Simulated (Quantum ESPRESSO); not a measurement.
# WAu (F-43m) in Quantum ESPRESSO: a series of runs

One crystal, WAu, is run at these levels: LDA, PBE; tasks: phonons.

Program: Quantum ESPRESSO 7.5. These are calculated values, not measurements. Logs are shortened: lines on timing, memory, paths and dates and some standing lists are left out, and cuts for length are marked.

**1. Starting point**

The structure is cubic, space group F-43m (No. 216). Conventional cell: a = 5.818 Å, b = 5.818 Å, c = 5.818 Å, α = 90.00°, β = 90.00°, γ = 90.00°. W (site symmetry -43m) is surrounded by 4 Au at 2.52 Å. Au (site symmetry -43m) is surrounded by 4 W at 2.52 Å.

The cell was built by a generator and needn't be a form met in nature.

**2. Phonons, LDA**

The input, pw.in:

```
&CONTROL
  calculation = 'scf'
  prefix = 'pwscf'
  outdir = './tmp'
  pseudo_dir = './pseudo'
  tprnfor = .true.
  tstress = .true.
  disk_io = 'low'
/
&SYSTEM
  ibrav = 0
  nat = 2
  ntyp = 2
  ecutwfc = 70
  nbnd = 24
  occupations = 'smearing'
  smearing = 'mv'
  degauss = 0.01469973
/
&ELECTRONS
  conv_thr = 4d-10
  electron_maxstep = 120
  mixing_beta = 0.5
/
ATOMIC_SPECIES
W    183.8400 W.upf
Au   196.9666 Au.upf
CELL_PARAMETERS bohr
   0.0000000000    5.4976101390    5.4976101390
   5.4976101390    0.0000000000    5.4976101390
   5.4976101390    5.4976101390    0.0000000000
ATOMIC_POSITIONS bohr
W      0.0000000000    0.0000000000    0.0000000000
Au     8.2464152085    8.2464152085    8.2464152085
K_POINTS automatic
8 8 8 0 0 0
```

The input, relax.in:

```
&CONTROL
  calculation = 'vc-relax'
  prefix = 'pwscf'
  outdir = './tmp'
  pseudo_dir = './pseudo'
  tprnfor = .true.
  tstress = .true.
  disk_io = 'low'
  nstep = 40
  forc_conv_thr = 0.0001
  etot_conv_thr = 1d-06
/
&SYSTEM
  ibrav = 0
  nat = 2
  ntyp = 2
  ecutwfc = 70
  nbnd = 24
  occupations = 'smearing'
  smearing = 'mv'
  degauss = 0.01469973
/
&ELECTRONS
  conv_thr = 4d-10
  electron_maxstep = 120
  mixing_beta = 0.5
/
&IONS
  ion_dynamics = 'bfgs'
/
&CELL
  cell_dynamics = 'bfgs'
  press = 0
  press_conv_thr = 0.2
/
ATOMIC_SPECIES
W    183.8400 W.upf
Au   196.9666 Au.upf
CELL_PARAMETERS bohr
   0.0000000000    5.4976101390    5.4976101390
   5.4976101390    0.0000000000    5.4976101390
   5.4976101390    5.4976101390    0.0000000000
ATOMIC_POSITIONS bohr
W      0.0000000000    0.0000000000    0.0000000000
Au     8.2464152085    8.2464152085    8.2464152085
K_POINTS automatic
8 8 8 0 0 0
```

The input, scf2.in:

```
&CONTROL
  calculation = 'scf'
  prefix = 'pwscf'
  outdir = './tmp'
  pseudo_dir = './pseudo'
  tprnfor = .true.
  tstress = .true.
  disk_io = 'low'
/
&SYSTEM
  ibrav = 0
  nat = 2
  ntyp = 2
  ecutwfc = 70
  nbnd = 24
  occupations = 'smearing'
  smearing = 'mv'
  degauss = 0.01469973
/
&ELECTRONS
  conv_thr = 1d-13
  electron_maxstep = 120
  mixing_beta = 0.5
  startingpot = 'file'
  startingwfc = 'file'
/
ATOMIC_SPECIES
W    183.8400 W.upf
Au   196.9666 Au.upf
CELL_PARAMETERS bohr
   0.0000000000    5.3857757365    5.3857757365
   5.3857757365    0.0000000000    5.3857757365
   5.3857757365    5.3857757365    0.0000000000
ATOMIC_POSITIONS bohr
W      0.0000000000    0.0000000000    0.0000000000
Au     8.0786636048    8.0786636048    8.0786636048
K_POINTS automatic
8 8 8 0 0 0
```

The input, ph.in:

```
phonons of WAu
&INPUTPH
  prefix = 'pwscf'
  outdir = './tmp'
  tr2_ph = 1d-18
  fildyn = 'dyn'
  niter_ph = 90
  alpha_mix(1) = 0.4
/
0.0000000000 0.0000000000 0.0000000000
```

The input, dynmat.in:

```
&INPUT
  fildyn = 'dyn'
  asr = 'crystal'
  filout = 'dynmat.disp'
  fileig = 'dynmat.eig'
/
```

Potentials or basis: PseudoDojo 0.4.1 SR LDA standard.

Started as:

```sh
> OMP_NUM_THREADS=1 mpirun -n 4 pw.x -nk 4 -in pw.in > pw.out
> OMP_NUM_THREADS=1 mpirun -n 4 pw.x -nk 4 -in relax.in > relax.out
> OMP_NUM_THREADS=1 mpirun -n 4 pw.x -nk 4 -in scf2.in > scf2.out
> OMP_NUM_THREADS=1 mpirun -n 4 ph.x -nk 4 -in ph.in > ph.out
> OMP_NUM_THREADS=1 mpirun -n 1 dynmat.x -in dynmat.in > dynmat.out
```

pw.out:

```text
This program is part of the open-source Quantum ESPRESSO suite
     for quantum simulation of materials; please cite
[... 6 lines left out ...]
     using ibrav=0 with symmetry is DISCOURAGED, use correct ibrav instead

     K-points division:     npool     =       4
     Subspace diagonalization in iterative solution of the eigenvalue problem:
     a serial algorithm will be used

     G-vector sticks info
     --------------------
     sticks:   dense  smooth     PW     G-vecs:    dense   smooth      PW
     Sum        1159    1159    349                26301    26301    4279

     Using Slab Decomposition

     bravais-lattice index     =            0
     lattice parameter (alat)  =       7.7748  a.u.
     unit-cell volume          =     332.3164 (a.u.)^3
     number of atoms/cell      =            2
     number of atomic types    =            2
     number of electrons       =        33.00
     number of Kohn-Sham states=           24
     kinetic-energy cutoff     =      70.0000  Ry
     charge density cutoff     =     280.0000  Ry
     scf convergence threshold =      4.0E-10
     mixing beta               =       0.5000
     number of iterations used =            8  plain     mixing
     Exchange-correlation= SLA  PW   NOGX NOGC
                           (   1   4   0   0   0   0   0)

     celldm(1)=   7.774795  celldm(2)=   0.000000  celldm(3)=   0.000000
     celldm(4)=   0.000000  celldm(5)=   0.000000  celldm(6)=   0.000000

     crystal axes: (cart. coord. in units of alat)
               a(1) = (   0.000000   0.707107   0.707107 )
               a(2) = (   0.707107   0.000000   0.707107 )
               a(3) = (   0.707107   0.707107   0.000000 )

     reciprocal axes: (cart. coord. in units 2 pi/alat)
               b(1) = ( -0.707107  0.707107  0.707107 )
               b(2) = (  0.707107 -0.707107  0.707107 )
               b(3) = (  0.707107  0.707107 -0.707107 )

     PseudoPot. # 1 for W  read from file:
     W.upf
     Pseudo is Norm-conserving + core correction, Zval = 14.0
     Generated using ONCVPSP code by D. R. Hamann
     Using radial grid of 1380 points,  8 beta functions with:
                l(1) =   0
                l(2) =   0
                l(3) =   1
                l(4) =   1
                l(5) =   2
                l(6) =   2
                l(7) =   3
                l(8) =   3

     PseudoPot. # 2 for Au read from file:
     Au.upf
     Pseudo is Norm-conserving + core correction, Zval = 19.0
     Generated using ONCVPSP code by D. R. Hamann
     Using radial grid of 1324 points,  7 beta functions with:
                l(1) =   0
                l(2) =   0
                l(3) =   1
                l(4) =   1
                l(5) =   2
                l(6) =   2
                l(7) =   3

     atomic species   valence    mass     pseudopotential
     W                14.00   183.84000     W ( 1.00)
     Au               19.00   196.96660     Au( 1.00)

     24 Sym. Ops. (no inversion) found

   Cartesian axes

     site n.     atom                  positions (alat units)
         1        W      tau(   1) = (   0.0000000   0.0000000   0.0000000  )
         2        Au     tau(   2) = (   1.0606602   1.0606602   1.0606602  )

     number of k points=    29  Marzari-Vanderbilt smearing, width (Ry)=  0.0147
                       cart. coord. in units 2pi/alat
        k(    1) = (   0.0000000   0.0000000   0.0000000), wk =   0.0039062
        k(    2) = (   0.0883883   0.0883883  -0.0883883), wk =   0.0312500
        k(    3) = (   0.1767767   0.1767767  -0.1767767), wk =   0.0312500
        k(    4) = (   0.2651650   0.2651650  -0.2651650), wk =   0.0312500
        k(    5) = (  -0.3535534  -0.3535534   0.3535534), wk =   0.0156250
        k(    6) = (   0.1767767   0.0000000   0.0000000), wk =   0.0234375
[... 21 lines left out ...]
        k(   28) = (  -0.7071068   0.1767767  -0.0000000), wk =   0.0468750
        k(   29) = (  -0.7071068   0.3535534   0.0000000), wk =   0.0234375

     Dense  grid:    26301 G-vectors     FFT dimensions: (  45,  45,  45)

     Initial potential from superposition of free atoms

     starting charge      32.9995, renormalised to      33.0000
     Starting wfcs are   20 randomized atomic wfcs +    4 random wfcs

     Self-consistent Calculation

     iteration #  1     ecut=    70.00 Ry     beta= 0.50
     Davidson diagonalization with overlap
     ethr =  1.00E-02,  avg # of iterations =  5.7

     total energy              =    -446.40151916 Ry
     estimated scf accuracy    <       0.55250908 Ry

     iteration #  2     ecut=    70.00 Ry     beta= 0.50
     Davidson diagonalization with overlap
     ethr =  1.67E-03,  avg # of iterations =  2.0
[... 57 lines left out ...]
     total energy              =    -446.65718505 Ry
     estimated scf accuracy    <          8.4E-10 Ry

     iteration # 11     ecut=    70.00 Ry     beta= 0.50
     Davidson diagonalization with overlap
     ethr =  2.55E-12,  avg # of iterations =  2.0

     End of self-consistent calculation

          k = 0.0000 0.0000 0.0000 (  3287 PWs)   bands (ev):

   -94.5172 -61.6331 -45.6989 -45.6989 -45.6989 -25.7808 -25.7808 -25.7808
     5.1512   7.0188   7.0188   7.1123   7.1123   7.1123  11.9568  11.9568
    11.9568  14.2248  14.2248  21.0565  23.7025  23.8125  23.8125  23.8125

          k = 0.0884 0.0884-0.0884 (  3305 PWs)   bands (ev):

   -94.5173 -61.6332 -45.6990 -45.6990 -45.6987 -25.7828 -25.7805 -25.7805
     5.3826   6.9136   6.9136   7.0893   7.2432   7.2432  11.7224  12.0144
    12.0144  14.1800  14.1800  20.8510  21.7692  23.2174  23.2174  23.6692
[... 13 lines left out ...]
          k =-0.3536-0.3536 0.3536 (  3274 PWs)   bands (ev):

   -94.5172 -61.6337 -45.6996 -45.6996 -45.6974 -25.7944 -25.7791 -25.7791
     6.4982   7.0272   7.0272   7.2156   7.2156   7.7214  10.8744  12.4441
    12.4441  14.0487  14.0487  14.6646  20.4351  20.4351  21.2281  24.7130

          k = 0.1768 0.0000 0.0000 (  3295 PWs)   bands (ev):

   -94.5172 -61.6332 -45.6992 -45.6992 -45.6985 -25.7837 -25.7803 -25.7803
     5.4639   6.7687   7.1101   7.1124   7.1124   7.3030  11.5623  12.1002
    12.1002  14.0672  14.2270  21.2471  21.9909  21.9909  22.3520  22.9787

          k = 0.2652 0.0884-0.0884 (  3290 PWs)   bands (ev):

   -94.5172 -61.6334 -45.6994 -45.6994 -45.6979 -25.7874 -25.7801 -25.7798
     5.9474   6.6855   7.0503   7.0892   7.2564   7.3834  11.2131  12.1955
    12.3023  13.9114  14.1941  19.0226  20.7817  21.2634  22.0002  23.2837
[... 19 lines left out ...]
          k =-0.0884-0.2652 0.2652 (  3300 PWs)   bands (ev):

   -94.5173 -61.6336 -45.6999 -45.6994 -45.6975 -25.7898 -25.7802 -25.7796
     6.3167   6.7526   6.9152   7.1788   7.3070   7.4603  11.1578  12.1348
    12.2983  13.9240  14.2080  17.2158  19.4181  21.7228  22.0259  23.9469

          k = 0.0000-0.1768 0.1768 (  3303 PWs)   bands (ev):

   -94.5173 -61.6333 -45.6994 -45.6991 -45.6982 -25.7855 -25.7803 -25.7802
     5.7409   6.7723   6.9500   7.1229   7.2143   7.3859  11.4434  12.0335
    12.1782  14.0155  14.2128  19.8217  20.3847  22.4482  23.0266  23.2273

          k = 0.3536 0.0000 0.0000 (  3327 PWs)   bands (ev):

   -94.5173 -61.6335 -45.6997 -45.6997 -45.6973 -25.7906 -25.7792 -25.7792
     6.2607   6.6411   7.1027   7.1027   7.3218   7.3471  10.8782  12.5746
    12.5746  13.6715  14.1179  19.2689  19.4659  19.4659  21.7849  22.3743

          k = 0.4419 0.0884-0.0884 (  3287 PWs)   bands (ev):

   -94.5172 -61.6337 -45.7001 -45.7000 -45.6966 -25.7940 -25.7793 -25.7787
     6.4446   6.8299   7.0811   7.1584   7.4580   7.4829  10.6799  12.7346
    12.8108  13.6114  14.1510  16.8825  18.4987  18.5868  21.9518  23.2344
[... 7 lines left out ...]
          k =-0.0884-0.4419 0.4419 (  3279 PWs)   bands (ev):

   -94.5172 -61.6339 -45.7009 -45.6999 -45.6959 -25.7938 -25.7820 -25.7785
     6.5750   6.7796   6.8733   7.1909   7.5680   8.2020  11.3498  12.1243
    12.3454  14.1720  14.2502  14.8768  16.9519  18.9454  22.2461  25.7933

          k = 0.0000-0.3536 0.3536 (  3294 PWs)   bands (ev):

   -94.5173 -61.6337 -45.7006 -45.6996 -45.6965 -25.7918 -25.7816 -25.7791
     6.6393   6.7612   6.7728   7.1726   7.5527   7.7317  11.3717  12.0307
    12.1775  14.0211  14.2751  16.1370  17.3770  20.3311  22.3347  24.5559

          k = 0.5303-0.0000 0.0000 (  3294 PWs)   bands (ev):

   -94.5173 -61.6338 -45.7003 -45.7003 -45.6961 -25.7975 -25.7781 -25.7781
     6.4093   7.0107   7.0801   7.0801   7.6140   7.7848  10.3436  13.2482
    13.4166  13.4166  13.9714  16.5886  17.2827  17.2827  21.8636  22.5968

          k =-0.0884-0.6187 0.6187 (  3288 PWs)   bands (ev):

   -94.5173 -61.6339 -45.7006 -45.7004 -45.6956 -25.7986 -25.7788 -25.7779
     6.4703   6.7841   7.0459   7.1460   7.6796   8.4249  10.2647  12.8992
    13.5482  14.0311  14.2647  15.1620  16.4436  16.7959  22.2343  23.2221

          k = 0.0000-0.5303 0.5303 (  3282 PWs)   bands (ev):

   -94.5173 -61.6339 -45.7010 -45.7002 -45.6954 -25.7964 -25.7810 -25.7781
     6.5017   6.7403   6.9618   7.1916   7.6624   8.5501  10.7342  12.5511
    13.1644  13.9458  14.2789  15.0146  15.9001  17.4921  22.3886  25.0646

          k =-0.7071 0.0000 0.0000 (  3306 PWs)   bands (ev):

   -94.5173 -61.6339 -45.7005 -45.7005 -45.6956 -25.8004 -25.7777 -25.7777
     6.4789   6.8003   7.0673   7.0673   7.7360   8.6868   9.9377  13.0620
    13.9562  14.1541  14.1541  15.3832  16.0851  16.0851  22.0493  22.5949

          k = 0.3536 0.1768 0.0000 (  3304 PWs)   bands (ev):

   -94.5173 -61.6336 -45.7000 -45.6996 -45.6971 -25.7907 -25.7801 -25.7793
     6.4021   6.6665   6.9479   7.2610   7.2842   7.4569  10.9983  12.3705
    12.4118  13.7850  14.2144  17.6928  18.6394  20.4334  22.4895  23.3762

          k =-0.2652-0.4419 0.6187 (  3285 PWs)   bands (ev):

   -94.5172 -61.6338 -45.7005 -45.6998 -45.6963 -25.7932 -25.7811 -25.7787
     6.6208   6.6882   6.8824   7.3149   7.4403   7.8183  11.0493  12.1962
    12.5516  13.9174  14.3156  15.6102  17.8081  19.2937  22.5272  24.7782
[... 13 lines left out ...]
          k =-0.0884-0.4419 0.6187 (  3279 PWs)   bands (ev):

   -94.5172 -61.6339 -45.7009 -45.7003 -45.6954 -25.7955 -25.7818 -25.7780
     6.5422   6.6940   6.8749   7.3629   7.5801   8.4635  10.9295  12.1001
    13.3429  14.0237  14.4690  14.7933  16.1781  17.3176  23.1996  25.1135

          k = 0.0000-0.3536 0.5303 (  3287 PWs)   bands (ev):

   -94.5173 -61.6339 -45.7010 -45.7001 -45.6956 -25.7941 -25.7825 -25.7782
     6.5862   6.7121   6.8145   7.3582   7.5486   8.3173  11.4008  11.7011
    12.9162  14.0083  14.4651  15.1449  16.1836  18.0724  23.3051  25.2981

          k =-0.7071 0.1768-0.0000 (  3290 PWs)   bands (ev):

   -94.5173 -61.6339 -45.7008 -45.7005 -45.6954 -25.7982 -25.7799 -25.7777
     6.5109   6.6901   6.9623   7.2557   7.6860   8.6541  10.3619  12.5891
    13.7778  14.1858  14.5042  14.8350  15.7792  16.5016  23.0549  23.3722

          k =-0.7071 0.3536 0.0000 (  3268 PWs)   bands (ev):

   -94.5172 -61.6339 -45.7009 -45.7005 -45.6952 -25.7953 -25.7828 -25.7777
     6.5595   6.6243   6.8484   7.5107   7.5255   8.6211  11.2579  11.5907
    13.6828  14.2335  14.5811  15.0346  15.2217  16.6654  24.9680  25.0542

     the Fermi energy is    12.6996 ev

!    total energy              =    -446.65718505 Ry
     estimated scf accuracy    <          6.8E-12 Ry
     smearing contrib. (-TS)   =       0.00097174 Ry
     internal energy E=F+TS    =    -446.65815679 Ry

     The total energy is F=E-TS. E is the sum of the following terms:
     one-electron contribution =    -201.38489305 Ry
     hartree contribution      =     108.57349619 Ry
     xc contribution           =     -82.78369471 Ry
     ewald contribution        =    -271.06306522 Ry

     convergence has been achieved in  11 iterations

     Forces acting on atoms (cartesian axes, Ry/au):

     atom    1 type  1   force =     0.00000000   -0.00000000   -0.00000000
     atom    2 type  2   force =    -0.00000000   -0.00000000   -0.00000000

     Total force =     0.000000     Total SCF correction =     0.000000

     Computing stress (Cartesian axis) and pressure

          total   stress  (Ry/bohr**3)                   (kbar)     P=      -81.33
  -0.00055284   0.00000000   0.00000000          -81.33        0.00        0.00
   0.00000000  -0.00055284  -0.00000000            0.00      -81.33       -0.00
   0.00000000  -0.00000000  -0.00055284            0.00       -0.00      -81.33

=------------------------------------------------------------------------------=
   JOB DONE.
=------------------------------------------------------------------------------=
```

It took 16 min on 4 MPI ranks of Intel Xeon at 2.50GHz (Skylake/Cascade Lake), shared host; peak memory 0.48 GiB.

What came out:

| Quantity | Value |
| --- | --- |
| Free energy | -6077.1578 eV |
| Relaxed volume | 23.15 Å³/atom |
| Relaxed cell | a = 4.031 Å, b = 4.031 Å, c = 4.031 Å, α = 60.00°, β = 60.00°, γ = 60.00° |
| Space group after relaxing (to 0.05 Å) | F-43m (No. 216) |
| Pressure after relaxing | -0.1 GPa |
| Band gap on the k mesh | none (metal or under the smearing width) |
| Highest phonon frequency at Γ | 201 cm⁻¹ |

Step by step:
```
step  energy change (eV)  largest force (eV/Å)  pressure (GPa)  volume (Å³)
   1              0.0000                0.0000           -8.13        49.24
   2             -0.0707                0.0000           -2.90        47.23
   3             -0.0791                0.0000            0.38        46.19
   4             -0.0793                0.0000           -0.01        46.30
   5             -0.0793                0.0000            0.00        46.30
```

Final structure:
```cif
data_structure
_symmetry_space_group_name_H-M 'P 1'
_symmetry_Int_Tables_number 1
_cell_length_a 4.0306
_cell_length_b 4.0306
_cell_length_c 4.0306
_cell_angle_alpha 60.000
_cell_angle_beta 60.000
_cell_angle_gamma 60.000
_cell_volume 46.30
loop_
_atom_site_label
_atom_site_type_symbol
_atom_site_fract_x
_atom_site_fract_y
_atom_site_fract_z
_atom_site_occupancy
W1 W 0.00000 0.00000 0.00000 1
Au1 Au 0.75000 0.75000 0.75000 1
```

Levels at points of the mesh, in eV from the Fermi level:
```
             k point  band 14  band 15  band 16  band 17  band 18  band 19  band 20  band 21
  (0.00, 0.00, 0.00)    -5.84    -0.79    -0.79    -0.79     1.73     1.73     8.67    11.31
 (0.00, 0.00, -0.50)    -5.20    -1.96    -0.25    -0.25     1.51     1.51     2.18     8.18
(0.00, -0.50, -0.50)    -4.11    -2.93     0.37     1.34     1.63     1.63     3.01     3.50
```

Phonon frequencies in cm⁻¹ (negative: imaginary):
```tsv
q point	frequencies
(0.000, 0.000, 0.000)	-1 -1 -1 201 201 201
```

Optical modes at Γ, degenerate ones joined:
```
cm⁻¹  components  symmetry     active in
 201           3        T2  IR and Raman
```

[end of part 1 of 2]
